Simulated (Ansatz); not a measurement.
Predict the output of the script below (the Ansatz DFT code, driven from Python).

Script `labi2clo4.py`:
```python
"""Two stages for LaBi2ClO4: converge the density, then read it back for bands."""

from dataclasses import dataclass
import argparse

import ansatz as az


@dataclass(frozen=True)
class Settings:
    mesh: tuple[int, ...] = (4, 4, 2)
    smearing: str = "fixed"


cfg = Settings()

crystal = (
    az.Lattice.of((3.988897, 0.0, 0.0), (0.0, 3.988897, 0.0), (0.0, 0.0, 9.333185))
    .atom("La", (0.0, 0.0, 0.0))
    .atom("Bi", (0.5, 0.5, 0.278377))
    .atom("Bi", (0.5, 0.5, 0.721623))
    .atom("Cl", (0.0, 0.0, 0.5))
    .atom("O", (0.0, 0.5, 0.161656))
    .atom("O", (0.0, 0.5, 0.838344))
    .atom("O", (0.5, 0.0, 0.161656))
    .atom("O", (0.5, 0.0, 0.838344))
)

parser = argparse.ArgumentParser()
parser.add_argument("stage", choices=["scf", "bands"])
stage = parser.parse_args().stage
job = (
    crystal.calculation()
    .functional(az.Functional.LDA)
    .kpoints(mesh=cfg.mesh)
    .occupations(cfg.smearing)
)
if stage == "scf":
    r = job.checkpoint(write="state").run().report
    print(f"F = {r['free_energy_ev']:.5f} eV after {r['n_iterations']} iterations, saved")
else:
    points = {"G": (0.0, 0.0, 0.0), "X": (0.0, 0.5, 0.0), "M": (0.5, 0.5, 0.0), "Z": (0.0, 0.0, 0.5), "R": (0.0, 0.5, 0.5), "A": (0.5, 0.5, 0.5)}
    outcome = job.checkpoint(read="state", post_process_only=True).band_structure(list(points.values()), intervals=1).run()
    bands = outcome.band_structure()
    for label, levels in zip(points, bands.channels[0].eigenvalues_ev - bands.fermi_energy_ev):
        print(f"{label:3s}", " ".join(f"{e:7.3f}" for e in levels if abs(e) < 6))
```

```console
$ python labi2clo4.py scf
DeckWarning: basis.ecutwfc = 420 eV, auto-derived from the records' recommended cutoffs: set by La (normal level)
F = -33518.93796 eV after 7 iterations, saved
```
(Warnings from the package without file and line.)

```console
$ python labi2clo4.py bands
DeckWarning: basis.ecutwfc = 420 eV, auto-derived from the records' recommended cutoffs: set by La (normal level)
G    -3.911  -3.911  -3.434  -3.434  -2.261  -1.989  -1.371  -1.033  -1.033  -0.976  -0.976  -0.901  -0.366  -0.347  -0.347   1.202   3.440   5.356   5.356   5.378   5.580   5.580   5.642
X    -3.498  -3.291  -3.235  -3.078  -3.042  -2.324  -2.113  -1.537  -1.259  -0.965  -0.956  -0.671  -0.505  -0.302  -0.219   3.229   4.333   5.067   5.097   5.117   5.185   5.453   5.475
M    -3.076  -2.878  -2.823  -2.823  -2.394  -2.394  -1.931  -1.818  -1.356  -1.356  -0.869  -0.627  -0.544  -0.365  -0.152   3.872   3.978   3.978   4.903   4.903   5.424   5.424   5.424
Z    -3.947  -3.947  -3.380  -3.380  -2.258  -1.919  -1.394  -1.096  -1.096  -0.929  -0.929  -0.905  -0.501  -0.359  -0.359   1.506   2.997   5.296   5.296   5.378   5.706   5.706   5.706
R    -3.750  -3.278  -3.187  -3.056  -2.583  -2.184  -2.121  -1.592  -1.496  -1.241  -0.870  -0.760  -0.510  -0.490   0.000   3.774   4.561   4.622   4.626   5.341   5.361   5.483   5.493
A    -2.984  -2.950  -2.950  -2.584  -2.527  -2.174  -2.174  -1.448  -1.448  -1.386  -1.201  -0.627  -0.544  -0.365  -0.153   4.029   4.029   4.607   4.781   4.853   4.853   5.383   5.384
```
(Warnings from the package without file and line.)

Caveats:
- Absolute energies stand on the zero of these potentials, so only differences at equal settings mean something. A total without «per atom» is that of the cell as typed.
- The computed bands are complete only to about 5.4 eV above the Fermi level.
- Spin-orbit coupling, which matters for elements this heavy, is left out.
- This cell is a computed structure, which may not be the phase found in nature.
- Levels are Kohn-Sham eigenvalues on this mesh, without spin-orbit coupling.
- It ran for 4.7 s on 1 thread of AMD EPYC 9R45 96-Core Processor (Zen 5), with other jobs on the host, peak memory 0.49 GiB.

(Lines on the test bed's own set-up are left out of the output.)
